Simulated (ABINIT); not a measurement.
# Al3Pd (Pm-3m) in ABINIT: notebook

One crystal, Al3Pd, is run at these levels: PBEsol, LDA, r2SCAN; tasks: band structure, equation of state.

All numbers are computed with ABINIT 10.8.3 (patched build); they aren't measurements. Logs are shortened: lines on timing, memory, paths and dates and some standing lists are left out, and cuts for length are marked. The log counts tension as positive stress, the text compression.

## (1) The structure

The structure is cubic, space group Pm-3m (No. 221). Conventional cell: a = 3.947 Å, b = 3.947 Å, c = 3.947 Å, α = 90.00°, β = 90.00°, γ = 90.00°. Pd (site symmetry m-3m) is surrounded by 12 Al at 2.79 Å. Around Al (site symmetry 4/mmm) lie 4 Pd at 2.79 Å and 8 Al at 2.79 Å.

The cell comes from a database or a generator and needn't be the stable form of this composition.

## (2) Band structure, PBEsol

The input, run.abi:

```
# Datasets: ground state, then fixed potential
ndtset 2

# Pseudopotentials
pp_dirpath "./"
pseudos "Pd.upf, Al.upf"

# Structure
acell 3.94691 3.94691 3.94691 Angstrom
rprim
     1.0000000000     0.0000000000     0.0000000000
     0.0000000000     1.0000000000     0.0000000000
     0.0000000000     0.0000000000     1.0000000000
ntypat 2
znucl 46 13
natom 4
typat 1 2 2 2
xred
     0.0000000000     0.0000000000     0.0000000000
     0.5000000000     0.5000000000     0.0000000000
     0.5000000000     0.0000000000     0.5000000000
     0.0000000000     0.5000000000     0.5000000000

# Plane-wave basis
ecut 41.0

# Exchange and correlation
ixc -116133

# Bands and occupations
occopt 3
tsmear 0.05 eV

# SCF cycle
nstep 100

# Output
iomode 3
prtwf 0
prteig 0
prtebands 0
prtden1 1

# Dataset 1
kptopt1 1
ngkpt1 7 7 7
nshiftk1 1
shiftk1 0.0 0.0 0.0
nband1 18
tolvrs1 1.0e-10

# Dataset 2: bands along G-X-M-G-R-X
iscf2 -2
getden2 1
nband2 24
nbdbuf2 4
tolwfr2 1.0e-11
kptopt2 -5
ndivsm2 6
prteig2 1
prtvol2 -3
kptbounds2
     0.0000000000     0.0000000000     0.0000000000
     0.0000000000     0.5000000000     0.0000000000
     0.5000000000     0.5000000000     0.0000000000
     0.0000000000     0.0000000000     0.0000000000
     0.5000000000     0.5000000000     0.5000000000
     0.0000000000     0.5000000000     0.0000000000
```

Potentials or basis: PseudoDojo NC SR PBEsol v0.4.1 standard.

Launch:

```
mpirun --bind-to none -np 4 abinit run.abi > log 2>&1
```

run.abo:

```text
.Version 10.8.3 of ABINIT
 DATASET    1 : space group Pm -3 m (#221); Bravais cP (primitive cubic)
================================================================================
 Values of the parameters that define the memory need for DATASET  1.
     intxc =       0    ionmov =       0      iscf =       7    lmnmax =       6
     lnmax =       6     mgfft =      45  mpssoang =       3    mqgrid =    3001
     natom =       4  nloc_mem =       1    nspden =       1   nspinor =       1
    nsppol =       1      nsym =      48    n1xccc =    2501    ntypat =       2
    occopt =       3   xclevel =       2
       mpw =        5224          nfft =       91125          nkpt =          20
================================================================================
================================================================================

 DATASET    2 : space group Pm -3 m (#221); Bravais cP (primitive cubic)
================================================================================
 Values of the parameters that define the memory need for DATASET  2.
     intxc =       0    ionmov =       0      iscf =      -2    lmnmax =       6
     lnmax =       6     mgfft =      45  mpssoang =       3    mqgrid =    3001
     natom =       4  nloc_mem =       1    nspden =       1   nspinor =       1
    nsppol =       1      nsym =      48    n1xccc =    2501    ntypat =       2
    occopt =       3   xclevel =       2
       mpw =        5237          nfft =       91125          nkpt =          39
================================================================================
================================================================================

--------------------------------------------------------------------------------
------------- Echo of variables that govern the present computation ------------
--------------------------------------------------------------------------------
 -outvars: echo values of preprocessed input variables --------
            acell      7.4585789436E+00  7.4585789436E+00  7.4585789436E+00 Bohr
              amu      1.06420000E+02  2.69815390E+01
             ecut      4.10000000E+01 Hartree
           getden1          0
           getden2          1
             iscf1          7
             iscf2         -2
              ixc     -116133
           jdtset        1    2
           kptopt1          1
           kptopt2         -5
         kptrlatt        7    0    0      0    7    0      0    0    7
          kptrlen1     5.22100526E+01
          kptrlen2     3.00000000E+01
            natom           4
            nband1         18
            nband2         24
           nbdbuf1          0
           nbdbuf2          4
           ndtset           2
           ndivsm1          0
           ndivsm2          6
            ngfft          45      45      45
             nkpt1         20
             nkpt2         39
            nstep         100
             nsym          48
           ntypat           2
           occopt           3
        prtebands           0
           prteig1          0
           prteig2          1
           prtvol1          0
           prtvol2         -3
            prtwf           0
           shiftk1     0.00000000E+00  0.00000000E+00  0.00000000E+00
           shiftk2     5.00000000E-01  5.00000000E-01  5.00000000E-01
          spgroup         221
           tolvrs1     1.00000000E-10
           tolvrs2     0.00000000E+00
           tolwfr1     0.00000000E+00
           tolwfr2     1.00000000E-11
           tsmear      1.83746611E-03 Hartree
            typat      1  2  2  2
[... 231 lines left out ...]
 Non-SCF case, kpt    2 (  0.00000  0.08333  0.00000), residuals and eigenvalues=
  4.43E-12  7.98E-12  5.46E-12  7.72E-12  8.28E-12  8.73E-12  3.14E-12  4.47E-12
  9.71E-12  5.15E-12  2.33E-12  2.75E-12  1.62E-12  4.03E-12  9.71E-12  4.28E-12
  2.83E-12  3.91E-12  5.80E-12  4.84E-12  3.32E-09  2.07E-07  8.68E-08  1.07E-08
 -2.7721E+00 -1.5142E+00 -1.5142E+00 -1.5142E+00 -4.7798E-02  1.6796E-01
  1.7186E-01  2.1765E-01  2.1765E-01  2.2136E-01  2.5829E-01  2.7747E-01
[... 284 lines left out ...]
  4.01E-12  4.50E-12  7.70E-12  5.50E-13  4.74E-12  7.27E-12  7.25E-12  3.63E-12
  1.97E-12  5.64E-12  8.73E-12  4.13E-12  2.01E-07  1.25E-06  3.50E-06  4.51E-04
 -2.7721E+00 -1.5143E+00 -1.5142E+00 -1.5142E+00  2.9979E-02  4.9729E-02
  1.8474E-01  1.8867E-01  1.9195E-01  2.2191E-01  2.4154E-01  3.5740E-01
  3.6755E-01  3.6898E-01  3.7847E-01  4.3385E-01  4.3675E-01  5.1139E-01
  5.2965E-01  6.0282E-01  6.8458E-01  6.9120E-01  6.9570E-01  7.1797E-01
 Non-SCF case, kpt   39 (  0.00000  0.50000  0.00000), residuals and eigenvalues=
  9.76E-12  7.43E-12  4.21E-12  2.37E-12  4.62E-12  9.17E-12  4.56E-12  5.85E-12
  2.72E-12  6.58E-12  7.70E-12  1.75E-12  3.94E-12  2.83E-12  6.40E-12  7.89E-12
  1.42E-12  9.18E-12  3.98E-12  8.51E-12  1.39E-08  3.13E-09  7.52E-08  1.11E-05
 -2.7721E+00 -1.5143E+00 -1.5142E+00 -1.5142E+00  2.7845E-02  4.6823E-02
  1.8444E-01  1.9149E-01  1.9149E-01  2.2410E-01  2.4147E-01  3.7589E-01
  3.7589E-01  3.8952E-01  3.9925E-01  3.9925E-01  4.0851E-01  5.0267E-01
  5.1324E-01  6.3203E-01  6.8938E-01  6.8967E-01  6.8967E-01  7.3128E-01

--- !ResultsGS
iteration_state: {dtset: 2, }
comment   : Summary of ground state results
lattice_vectors:
- [  7.4585789,   0.0000000,   0.0000000, ]
- [  0.0000000,   7.4585789,   0.0000000, ]
- [  0.0000000,   0.0000000,   7.4585789, ]
lattice_lengths: [   7.45858,    7.45858,    7.45858, ]
lattice_angles: [ 90.000,  90.000,  90.000, ] # degrees, (23, 13, 12)
lattice_volume:   4.1492373E+02
convergence: {deltae:  0.000E+00, res2:  0.000E+00, residm:  9.994E-12, diffor:  0.000E+00, }
etotal    :  -1.41871960E+02
entropy   :   0.00000000E+00
fermie    :   3.58056173E-01
cartesian_stress_tensor: null
pressure_GPa: null
xred      :
- [  0.0000E+00,   0.0000E+00,   0.0000E+00, Pd]
- [  5.0000E-01,   5.0000E-01,   0.0000E+00, Al]
- [  5.0000E-01,   0.0000E+00,   5.0000E-01, Al]
- [  0.0000E+00,   5.0000E-01,   5.0000E-01, Al]
cartesian_forces: null
force_length_stats: {min: null, max: null, mean: null, }
...

 Integrated electronic density in atomic spheres:
 ------------------------------------------------
 Atom  Sphere_radius  Integrated_density
    1        2.00000         15.23730218
    2        2.00000          0.88834776
    3        2.00000          0.88834776
    4        2.00000          0.88834776
================================================================================

 ----iterations are completed or convergence reached----

 Mean square residual over all n,k,spin=   51.940E-13; max=  99.939E-13
 reduced coordinates (array xred) for    4 atoms
       0.000000000000      0.000000000000      0.000000000000
       0.500000000000      0.500000000000      0.000000000000
       0.500000000000      0.000000000000      0.500000000000
       0.000000000000      0.500000000000      0.500000000000

 cartesian coordinates (angstrom) at end:
    1      0.00000000000000     0.00000000000000     0.00000000000000
    2      1.97345500000000     1.97345500000000     0.00000000000000
    3      1.97345500000000     0.00000000000000     1.97345500000000
    4      0.00000000000000     1.97345500000000     1.97345500000000
 length scales=  7.458578943607  7.458578943607  7.458578943607 bohr
              =  3.946910000000  3.946910000000  3.946910000000 angstroms
 Eigenvalues (hartree) for nkpt=  39  k points:
 kpt#   1, nband= 24, wtk=  1.00000, kpt=  0.0000  0.0000  0.0000 (reduced coord)
  -2.77215   -1.51416   -1.51416   -1.51416   -0.05030    0.17104    0.17104    0.22117
   0.22117    0.22117    0.27174    0.27174    0.27174    0.35850    0.42274    0.42274
   0.57064    0.57064    0.57064    0.63731    0.63731    0.63739    0.66115    0.66115
 kpt#   2, nband= 24, wtk=  1.00000, kpt=  0.0000  0.0833  0.0000 (reduced coord)
  -2.77215   -1.51417   -1.51416   -1.51416   -0.04780    0.16796    0.17186    0.21765
   0.21765    0.22136    0.25829    0.27747    0.27747    0.36961    0.42211    0.43384
   0.55969    0.55969    0.56333    0.61847    0.61847    0.63699    0.64387    0.69780
 kpt#   3, nband= 24, wtk=  1.00000, kpt=  0.0000  0.1667  0.0000 (reduced coord)
  -2.77215   -1.51419   -1.51416   -1.51416   -0.04033    0.15532    0.17414    0.21021
   0.21021    0.22189    0.23972    0.29159    0.29159    0.38167    0.42018    0.46952
   0.52810    0.52810    0.54659    0.60892    0.61713    0.61713    0.63610    0.75093
 kpt#   4, nband= 24, wtk=  1.00000, kpt=  0.0000  0.2500  0.0000 (reduced coord)
  -2.77215   -1.51422   -1.51416   -1.51416   -0.02800    0.13037    0.17739    0.20264
   0.20264    0.22262    0.23315    0.31046    0.31046    0.38679    0.41703    0.49061
   0.49061    0.52085    0.52862    0.57417    0.62963    0.62963    0.63481    0.79416
 kpt#   5, nband= 24, wtk=  1.00000, kpt=  0.0000  0.3333  0.0000 (reduced coord)
[... 125 lines left out ...]
   0.19596    0.20512    0.24219    0.29238    0.33067    0.33813    0.34898    0.47752
   0.52159    0.54722    0.56190    0.56594    0.62508    0.70387    0.70542    0.76393
 kpt#  37, nband= 24, wtk=  1.00000, kpt=  0.1250  0.5000  0.1250 (reduced coord)
  -2.77214   -1.51427   -1.51417   -1.51417    0.03634    0.05833    0.18092    0.18576
   0.19340    0.21533    0.24177    0.32365    0.35158    0.35202    0.36078    0.47207
   0.47605    0.53410    0.55701    0.56896    0.63273    0.69198    0.69588    0.74564
 kpt#  38, nband= 24, wtk=  1.00000, kpt=  0.0625  0.5000  0.0625 (reduced coord)
  -2.77214   -1.51427   -1.51416   -1.51416    0.02998    0.04973    0.18474    0.18867
   0.19195    0.22191    0.24154    0.35740    0.36755    0.36898    0.37847    0.43385
   0.43675    0.51139    0.52965    0.60282    0.68458    0.69120    0.69570    0.71797
 kpt#  39, nband= 24, wtk=  1.00000, kpt=  0.0000  0.5000  0.0000 (reduced coord)
  -2.77214   -1.51427   -1.51416   -1.51416    0.02785    0.04682    0.18444    0.19149
   0.19149    0.22410    0.24147    0.37589    0.37589    0.38952    0.39925    0.39925
   0.40851    0.50267    0.51324    0.63203    0.68938    0.68967    0.68967    0.73128

== END DATASET(S) ==============================================================
================================================================================

 -outvars: echo values of variables after computation  --------
            acell      7.4585789436E+00  7.4585789436E+00  7.4585789436E+00 Bohr
           etotal1    -1.4187196037E+02
            fcart1    -0.0000000000E+00 -0.0000000000E+00 -0.0000000000E+00
                      -0.0000000000E+00 -0.0000000000E+00 -0.0000000000E+00
                      -0.0000000000E+00 -0.0000000000E+00 -0.0000000000E+00
                      -0.0000000000E+00 -0.0000000000E+00 -0.0000000000E+00
           strten1     6.8313549287E-05  6.8313549287E-05  6.8313549287E-05
                       0.0000000000E+00  0.0000000000E+00  0.0000000000E+00
           xangst      0.0000000000E+00  0.0000000000E+00  0.0000000000E+00
                       1.9734550000E+00  1.9734550000E+00  0.0000000000E+00
                       1.9734550000E+00  0.0000000000E+00  1.9734550000E+00
                       0.0000000000E+00  1.9734550000E+00  1.9734550000E+00
             xred      0.0000000000E+00  0.0000000000E+00  0.0000000000E+00
                       5.0000000000E-01  5.0000000000E-01  0.0000000000E+00
                       5.0000000000E-01  0.0000000000E+00  5.0000000000E-01
                       0.0000000000E+00  5.0000000000E-01  5.0000000000E-01
 Calculation completed.
```

Run time: 75 s. Hardware: 4 MPI ranks of Intel Xeon Platinum 8375C at 2.90GHz (Ice Lake), shared host; peak memory 0.4 GiB.

Results:

- Free energy: -3860.5327 eV
- Pressure: -2.0 GPa
- Band gap on the k mesh: none (metal or under the smearing width)
- Valence electrons inside the program's atomic spheres: Pd 15.24; Al 0.89

Levels at the corners of the path, in eV from the Fermi level:
```
point  band 10  band 11  band 12  band 13  band 14  band 15  band 16  band 17
    Γ    -3.72    -2.35    -2.35    -2.35     0.01     1.76     1.76     5.78
    X    -3.65    -3.17     0.49     0.49     0.86     1.12     1.12     1.37
    M    -4.24    -3.21    -2.84    -2.56     1.08     3.53     3.53     4.00
    Γ    -3.72    -2.35    -2.35    -2.35     0.01     1.76     1.76     5.78
    R    -3.77    -3.77    -3.19    -3.19    -1.33    -0.69    -0.69    -0.69
    X    -3.65    -3.17     0.49     0.49     0.86     1.12     1.12     1.37
```

## (3) Equation of state, LDA

The input, run.abi:

```
# Datasets: one volume each
ndtset 7
scalecart1 3*0.9795861087
scalecart2 3*0.9864848297
scalecart3 3*0.9932883884
scalecart4 3*1.0000000000
scalecart5 3*1.0066227096
scalecart6 3*1.0131594038
scalecart7 3*1.0196128224

# Pseudopotentials
pp_dirpath "./"
pseudos "Pd.LDA_PW-JTH.xml, Al.LDA_PW-JTH.xml"

# Structure
acell 3.94691 3.94691 3.94691 Angstrom
rprim
     1.0000000000     0.0000000000     0.0000000000
     0.0000000000     1.0000000000     0.0000000000
     0.0000000000     0.0000000000     1.0000000000
ntypat 2
znucl 46 13
natom 4
typat 1 2 2 2
xred
     0.0000000000     0.0000000000     0.0000000000
     0.5000000000     0.5000000000     0.0000000000
     0.5000000000     0.0000000000     0.5000000000
     0.0000000000     0.5000000000     0.5000000000

# Plane-wave basis
ecut 22.0
pawecutdg 44.0

# k points
kptopt 1
ngkpt 7 7 7
nshiftk 1
shiftk 0.0 0.0 0.0

# Exchange and correlation
ixc 7

# Bands and occupations
nband 18
occopt 3
tsmear 0.05 eV

# SCF cycle
nstep 100
tolvrs 1.0e-9

# Output
iomode 3
prtwf 0
prtden 0
prteig 0
prtebands 0
```

Potentials or basis: JTH PAW LDA v2.0.

Launch:

```
mpirun --bind-to none -np 4 abinit run.abi > log 2>&1
```

Run time: 2.8 min. Hardware: 4 MPI ranks of Intel Xeon Platinum 8375C at 2.90GHz (Ice Lake), shared host; peak memory 0.52 GiB.

It converged, with:

```yaml
Equilibrium_volume: 14.73 Å³/atom
Bulk_modulus: 125 GPa
Pressure_derivative_of_the_bulk_modulus: 4.9
```

Energy against volume, from the lowest point:
| volume (Å³/atom) | energy (meV/atom) |
| --- | --- |
| 14.449 | 2.14 |
| 14.756 | 0.00 |
| 15.064 | 2.89 |
| 15.371 | 10.07 |
| 15.679 | 21.14 |
| 15.986 | 35.62 |
| 16.294 | 53.15 |

Caveat: pressures at fixed basis lie under the slope of the energies.

## (4) Equation of state, r2SCAN

run.abi, as its differences from that of step 3:

```diff
@@ -12,3 +12,3 @@
 pp_dirpath "./"
-pseudos "Pd.LDA_PW-JTH.xml, Al.LDA_PW-JTH.xml"
+pseudos "Pd.GGA_PBE-JTH.xml, Al.GGA_PBE-JTH.xml"
 
@@ -31,4 +31,4 @@
 # Plane-wave basis
-ecut 22.0
-pawecutdg 44.0
+ecut 26.0
+pawecutdg 48.0
 
@@ -41,3 +41,5 @@
 # Exchange and correlation
-ixc 7
+ixc -497498
+usekden 1
+pawxcdev 0
 
@@ -50,3 +52,3 @@
 nstep 100
-tolvrs 1.0e-9
+tolvrs 1.0e-7
```

Potentials or basis: JTH PAW PBE v2.0.

Launch:

```
mpirun --bind-to none -np 4 abinit run.abi > log 2>&1
```

It took 11 min on 4 MPI ranks of Intel Xeon Platinum 8375C at 2.90GHz (Ice Lake), shared host; peak memory 0.64 GiB.

The run converged. Its results:

```yaml
Equilibrium_volume: 15.24 Å³/atom
Bulk_modulus: 119 GPa
Pressure_derivative_of_the_bulk_modulus: 4.8
```

Energy against volume, from the lowest point:
```csv
volume (Å³/atom),energy (meV/atom)
14.449,16.39
14.756,5.60
15.064,0.34
15.371,0.00
15.679,4.13
15.986,12.15
16.294,23.62
```

Caveat: pressures at fixed basis lie under the slope of the energies; the PAW data sets were made with another functional, which shifts forces and pressure a little.

## (5) For comparison

An earlier run on the cell as given: functional PBEsol; potentials or basis PseudoDojo NC SR PBEsol v0.4.1 standard; cutoff 1116 eV; k mesh 7 × 7 × 7; occupations fermi-dirac, width 0.05 eV; no spin polarisation.

- Pressure: -2.0 GPa
- Band gap on the k mesh: none (metal or under the smearing width)
- Valence electrons inside the program's atomic spheres: Pd 15.24; Al 0.89

## (6) Overview

```tsv
task	level	potentials or basis	cutoff (eV)	fine-grid cutoff	gap on the mesh (eV)	pressure (GPa)	V0 of scaled cells (Å³/atom)	B0 (GPa)
band structure	PBEsol	PseudoDojo NC SR PBEsol v0.4.1 standard	1116	-	none	-2.0	-	-
equation of state	LDA	JTH PAW LDA v2.0	599	1197.3 eV	-	-	14.73	125
equation of state	r2SCAN	JTH PAW PBE v2.0	707	1306.15 eV	-	-	15.24	119
single point	PBEsol	PseudoDojo NC SR PBEsol v0.4.1 standard	1116	-	none	-2.0	-	-
```

Alike in all rows: no spin polarisation; cell as given; k mesh 7 × 7 × 7; smearing fermi-dirac 0.05 eV.

Caveats: pressures at fixed basis lie under the slope of the energies (some runs); the PAW data sets were made with another functional, which shifts forces and pressure a little (some runs).

Absolute energies hang on the potentials; compare differences alone.
